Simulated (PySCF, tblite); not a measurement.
**C₄H₁₁BClSi radical: geometry, infrared bands and EPR parameters**

Aim: predict the infrared bands and EPR parameters of C₄H₁₁BClSi radical (`CBC[SiH2]C[CH]Cl`).

The runs use tblite 0.8.0 and PySCF 2.14.0, with density-fitted response routines of our own; the level of theory stands in each step. All values are computed, except where a source is named. Atoms are numbered from 0 throughout.

**1. The molecule as given**

18 atoms, charge 0, multiplicity 2; geometry from: force field or distance geometry start.

Bonds of the start (Å): C0–B1 1.57, B1–C2 1.60, C2–Si3 1.86, Si3–C4 1.87, C4–C5 1.50, C5–Cl6 1.79, C0–H7 1.09, C0–H8 1.13, C0–H9 1.10, B1–H10 1.19, C2–H11 1.10, C2–H12 1.11, Si3–H13 1.47, Si3–H14 1.48, C4–H15 1.13, C4–H16 1.10, C5–H17 1.10.

**2. Geometry optimisation with GFN2-xTB**

The job: settings as JSON, then the geometry in Å.

```
{"job": {"kind": "relax", "xc": "GFN2-xTB", "basis": "xTB"}, "charge": 0, "multiplicity": 2}
C     -2.885000     0.073400    -0.111200
B     -1.838500    -1.055400     0.221600
C     -0.384000    -1.060300    -0.440800
Si     0.407900     0.626900    -0.403300
C      2.157600     0.354300    -1.008200
C      3.177800     0.964800    -0.090800
Cl     3.693000    -0.224300     1.145900
H     -2.347100     1.018300    -0.223300
H     -3.594800     0.104100     0.767500
H     -3.435300    -0.140800    -1.040500
H     -2.303200    -2.129800     0.438500
H      0.308100    -1.762500     0.048700
H     -0.469300    -1.370500    -1.502600
H     -0.325800     1.508500    -1.315700
H      0.382000     1.241800     0.942500
H      2.366100    -0.752300    -1.016500
H      2.257000     0.702100    -2.045000
H      2.824800     1.908000     0.356700
```

The run is started by

```console
$ OMP_NUM_THREADS=1 python probes_run.py task.json out
```

This one command runs all jobs of the session in turn.

**Question.** This job is followed by: GFN2-xTB harmonic vibrations, gas phase; UKS B3LYP, pcH-1 on B C Cl H Si, non-relativistic, mean-field spin-orbit, GIAO. What will the session give for the following? strongest single infrared mode (GFN2-xTB); zero-point energy (GFN2-xTB); g(iso) (B3LYP); ⟨S²⟩; largest a(iso) (averaged by class); surface potential, 1st and 99th percentile.

**Answer**, as computed:

| quantity | value |
| --- | --- |
| strongest single infrared mode (GFN2-xTB) | 2223 cm⁻¹, 311 km/mol |
| zero-point energy (GFN2-xTB) | 84.1 kcal/mol |
| g(iso) (B3LYP) | 2.00586 |
| ⟨S²⟩ | 0.754 (exact 0.75) |
| largest a(iso) (averaged by class) | 13C on C5, 159.2 MHz |
| surface potential, 1st and 99th percentile | -0.56 V and 1.14 V |

**Reading.** Over 164 steps the energy fell by 0.890 eV; of the close pairs, C5–Cl6 changed most, 1.791 to 1.705 Å. No mode is imaginary among the 48: a minimum at this level. The strongest single mode, at 2223 cm⁻¹, moves mainly H13. Unscaled tight-binding wavenumbers are off by several per cent, some by more. Its intensities can rank the bands wrongly. Most of the unpaired spin sits on C5 (0.88 e). The isotropic g lies 3.5 ppt above the free-electron value.
